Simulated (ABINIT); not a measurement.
The system is BIr.

```xyz
2
Lattice="3.0421 0.0000 0.0000 -1.5211 2.6345 0.0000 0.0000 0.0000 2.7030" Properties=species:S:1:pos:R:3 pbc="T T T"
Ir    1.5211    0.8782    0.0000
B     0.0000    0.0000    1.3515
```

The cell comes from a database or a generator and needn't be the stable form of this composition.

```yaml
Program: ABINIT 10.8.3 (patched build)
Task: relaxation of cell and atoms
Functional: LDA
Potentials_or_basis: JTH PAW PBE v2.0
Cutoff: 517 eV
k_mesh: 10 × 10 × 10
Occupations: fermi-dirac, width 0.05 eV
Spin: no spin polarisation
```

At the start: pressure -9.8 GPa; volume 10.83 Å³/atom.

Question: Where does the relaxation end?

Answer: Over 4 steps the energy falls by 10.5 meV/atom and the volume is 10.50 Å³/atom (-3.1 %); space group P-6m2 (No. 187, to 0.05 Å).

The path:
```csv
step,energy change (eV),largest force (eV/Å),pressure (GPa),volume (Å³)
1,0.0000,0.0000,-9.78,21.66
2,-0.0201,0.0000,0.02,21.02
3,-0.0207,0.0000,-0.01,21.01
4,-0.0209,0.0000,0.01,21.00
```

Final structure:
```xyz
2
Lattice="3.0045 0.0000 0.0000 -1.5023 2.6020 0.0000 0.0000 0.0000 2.6855" Properties=species:S:1:pos:R:3 pbc="T T T"
Ir    1.5023    0.8673    0.0000
B     0.0000    0.0000    1.3428
```

Caveat: the PAW data sets were made with another functional, which shifts forces and pressure a little; the atomic spheres overlap.
